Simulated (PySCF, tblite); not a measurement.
# C8H11 radical: geometry, infrared bands and EPR parameters

Aim: predict the infrared bands and EPR parameters of C8H11 radical (`CCC1=C[C]=CCC1`).

Programs: tblite 0.8.0 and PySCF 2.14.0, with density-fitted response routines of our own. Each step states its level of theory. These are calculated values for one molecule in the gas phase, unless marked as measured. Atoms are numbered from 0 throughout.

### Step 1. The molecule as given

19 atoms, charge 0, multiplicity 2; geometry from: force field or distance geometry start.

Bonds of the start (Å): C0–C1 1.51, C1–C2 1.51, C2–C3 1.29, C3–C4 1.49, C4–C5 1.32, C5–C6 1.46, C6–C7 1.48, C7–C2 1.46, C0–H8 1.10, C0–H9 1.10, C0–H10 1.12, C1–H11 1.11, C1–H12 1.11, C3–H13 1.08, C5–H14 1.10, C6–H15 1.13, C6–H16 1.13, C7–H17 1.14, C7–H18 1.14.

### Step 2. Optimising the geometry with GFN2-xTB

What the job is given:

```
{"job": {"kind": "relax", "xc": "GFN2-xTB", "basis": "xTB"}, "charge": 0, "multiplicity": 2}
C      2.207300     0.701000    -0.520500
C      1.608500    -0.685000    -0.411100
C      0.222700    -0.489800     0.145600
C     -0.018100    -1.062500     1.278400
C     -1.383200    -0.883100     1.840600
C     -2.251000    -0.161200     1.148700
C     -2.032700     0.511100    -0.130300
C     -0.665800     0.330500    -0.677600
H      1.734000     1.190900    -1.379200
H      3.288100     0.540000    -0.658800
H      2.004400     1.297600     0.406600
H      1.567500    -1.199700    -1.395800
H      2.208100    -1.304500     0.295500
H      0.699900    -1.655900     1.830400
H     -3.246600    -0.050000     1.613900
H     -2.315900     1.605500    -0.064300
H     -2.730600     0.010900    -0.864800
H     -0.712300    -0.052000    -1.751000
H     -0.194300     1.365700    -0.713800
```

On the command line:

```sh
> OMP_NUM_THREADS=1 python probes_run.py task.json out
```

The driver reads the jobs from task.json and runs them one after another.

**Question.** This job is followed by: GFN2-xTB harmonic vibrations, gas phase; UKS B3LYP, pcH-1 on C H, non-relativistic, mean-field spin-orbit, GIAO. Predict these results of the whole session: strongest single infrared mode (GFN2-xTB); zero-point energy (GFN2-xTB); g(iso) (B3LYP); ⟨S²⟩; largest a(iso) (averaged by class); potential on the surface of density 0.002 e/bohr³, 1st and 99th percentile.

As calculated:

| quantity | value |
| --- | --- |
| strongest single infrared mode (GFN2-xTB) | 2927 cm⁻¹, 64 km/mol |
| zero-point energy (GFN2-xTB) | 101.9 kcal/mol |
| g(iso) (B3LYP) | 2.00227 |
| ⟨S²⟩ | 0.765 (exact 0.75) |
| largest a(iso) (averaged by class) | 13C on C4, 365.2 MHz |
| potential on the surface of density 0.002 e/bohr³, 1st and 99th percentile | -0.85 V and 0.73 V |

What this shows: Over 86 steps the energy fell by 0.858 eV; of the close pairs, C3–C4 changed most, 1.487 to 1.417 Å. No mode is imaginary among the 51: a minimum at this level. The strongest single mode, at 2927 cm⁻¹, moves mainly H16. GFN2-xTB is a fitted tight-binding method: band positions and strengths are rough. Its intensities can rank the bands wrongly. C4 carries the largest spin population, 0.99 e. The isotropic g lies 0.0 ppt below the free-electron value. These values are for one conformer; the search (at its own cheap level) found 1 more, at 0.60 kcal/mol, and measured spectra average over such forms.
